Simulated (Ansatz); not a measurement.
Consider vertical spin-state energies of C₂H₆BClSi, SMILES [SiH3]C1CB1Cl (Ansatz 0.2.0 through its Python package).

`c2h6bclsi.py`
```python
"""Vertical spin-state energies of C2H6BClSi."""

from dataclasses import dataclass

import ansatz as az


@dataclass(frozen=True)
class RunConfig:
    basis: str = "6-31G"
    xc: str = "PBE0"


cfg = RunConfig()

GEOMETRY = """
Si   -1.21150   -0.58700    0.77880
C     0.42680    0.21130    0.48630
C     1.17970   -0.35160   -0.63670
B     0.57080    1.08310   -0.87760
Cl    0.08050    2.53050   -1.92660
H    -2.15010    0.48260    1.35870
H    -1.10760   -1.68150    1.68870
H    -1.79150   -0.98610   -0.51520
H     1.00990    0.67540    1.36790
H     0.75360   -1.17030   -1.19200
H     2.30480   -0.26340   -0.51150
"""


def main() -> None:
    geometry = az.Crystal.molecule()
    for line in GEOMETRY.strip().splitlines():
        symbol, *xyz = line.split()
        geometry = geometry.atom(symbol, [float(v) for v in xyz])

    job = (
        geometry.calculation()
        .basis(gaussian=cfg.basis)
        .functional(cfg.xc)
    )
    found = {}
    for unpaired in [0, 2, 4]:
        rep = job.spin("collinear", total=unpaired).run(threads=1, backend="cpu").report
        s = unpaired / 2
        found[unpaired] = rep["free_energy_ev"]
        print(f"2S+1 = {unpaired + 1}: E = {found[unpaired]:.5f} eV, <S^2> = {abs(rep['mean_field']['state']['spin_squared']):.3f} (pure state {s * (s + 1):.2f})")
    lowest = min(found, key=found.get)
    for unpaired, e in found.items():
        print(f"multiplicity {unpaired + 1}: {(e - found[lowest]):.3f} eV above the lowest")


if __name__ == "__main__":
    main()
```

Which spin state is lowest at this geometry, and how far above lie the others?

In order: multiplicity 1 (+0.00 eV), multiplicity 3 (+2.73 eV) and multiplicity 5 (+10.11 eV), all at the one geometry.

The output:

```console
$ python c2h6bclsi.py
2S+1 = 1: E = -23233.09487 eV, <S^2> = 0.000 (pure state 0.00)
2S+1 = 3: E = -23230.36271 eV, <S^2> = 2.007 (pure state 2.00)
2S+1 = 5: E = -23222.98324 eV, <S^2> = 6.003 (pure state 6.00)
multiplicity 1: 0.000 eV above the lowest
multiplicity 3: 2.732 eV above the lowest
multiplicity 5: 10.112 eV above the lowest
```

Reading the output:
- These settings explore the input space; basis and method may be short of convergence.
- The geometry is a force-field or estimated start, not a minimum of this method, and the basis set is short of its limit. All parts are taken at fixed geometry, without zero-point energy.
- Finished in 27 s on 1 thread of Arm Neoverse V2, with other jobs on the host, peak memory 0.27 GiB.

(Lines on the test bed's own set-up are left out of the output.)
